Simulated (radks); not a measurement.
**Pm with its nuclear charge varied continuously**

Aim: the energy of 61 electrons in [Xe] 4f5 6s2 as the nuclear charge moves through non-integer values, and a test of dE/dZ = E(electron-nucleus)/Z.

The numbers are computed with radks (a radial shooting solver on a logarithmic mesh, Libxc functionals) version 1 (Dirac Kohn-Sham, PBE, spin-unpolarised, spherical densities, finite nucleus; open shells are shared between the two j in proportion to 2j + 1), except any that are marked as measured or tabulated.

## Step 1: Starting point

```
element            : promethium (Z = 61)
charge             : 0
electrons          : 61
configuration      : [Xe] 4f5 6s2
nuclear rms radius : 4.962 fm
```

Outer shells as boxes (Hund's rule):

Pm
```
[Xe] core
4f [↑ ][↑ ][↑ ][↑ ][↑ ][  ][  ]
6s [↑↓]
```

## Step 2: Z = 61

Input:

```text
Z 61
configuration [Xe] 4f5 6s2
relativity Dirac
functional pbe,pbe
spin unpolarised
j_filling average
nucleus finite rms 4.962 fm
c 137.035999084
```

## Step 3: Z = 60.8

Input: that of step 2 with these lines changed.

```diff
@@ -1,2 +1,2 @@
-Z 61
+Z 60.8
 configuration [Xe] 4f5 6s2
```

## Step 4: Z = 61.2

Input: that of step 3 with these lines changed.

```diff
@@ -1,2 +1,2 @@
-Z 60.8
+Z 61.2
 configuration [Xe] 4f5 6s2
```

## Step 5: Z = 61.4

Input: that of step 4 with these lines changed.

```diff
@@ -1,2 +1,2 @@
-Z 61.2
+Z 61.4
 configuration [Xe] 4f5 6s2
```

## Step 6: Z = 61.6

Input: that of step 5 with these lines changed.

```diff
@@ -1,2 +1,2 @@
-Z 61.4
+Z 61.6
 configuration [Xe] 4f5 6s2
```

## Step 7: Z = 61.8

Input: that of step 6 with these lines changed.

```diff
@@ -1,2 +1,2 @@
-Z 61.6
+Z 61.8
 configuration [Xe] 4f5 6s2
```

## Step 8: Z = 62

Input: that of step 7 with these lines changed.

```diff
@@ -1,2 +1,2 @@
-Z 61.8
+Z 62
 configuration [Xe] 4f5 6s2
```

**Question.** What will these runs give? Wanted: for each run, Z; E; E(electron-nucleus)/Z; highest level; its energy; <r>.

**Answer**, as computed:

| Z | E (hartree) | E(electron-nucleus)/Z (hartree) | highest level | its energy (eV) | <r> (bohr) |
| --- | --- | --- | --- | --- | --- |
| 61 | -10026.5319 | -402.151 | 4f7/2 | -1.949 | 1.080 |
| 61.2 | -10107.1555 | -404.085 | 4f7/2 | -4.405 | 1.035 |
| 61.4 | -10188.1657 | -406.016 | 6s1/2 | -5.887 | 4.031 |
| 61.6 | -10269.5619 | -407.946 | 6s1/2 | -7.173 | 3.887 |
| 61.8 | -10351.3440 | -409.875 | 6s1/2 | -8.528 | 3.757 |
| 62 | -10433.5119 | -411.805 | 6s1/2 | -9.946 | 3.641 |

What this shows: The top level goes from -1.949 eV at Z = 61 to -9.946 eV at Z = 62. Between Z = 61.2 and 61.4 the top level changes from 4f7/2 to 6s1/2, so the curve of the top level has a kink there, while E(Z) stays smooth. No valid solution was reached at Z = 60.8.
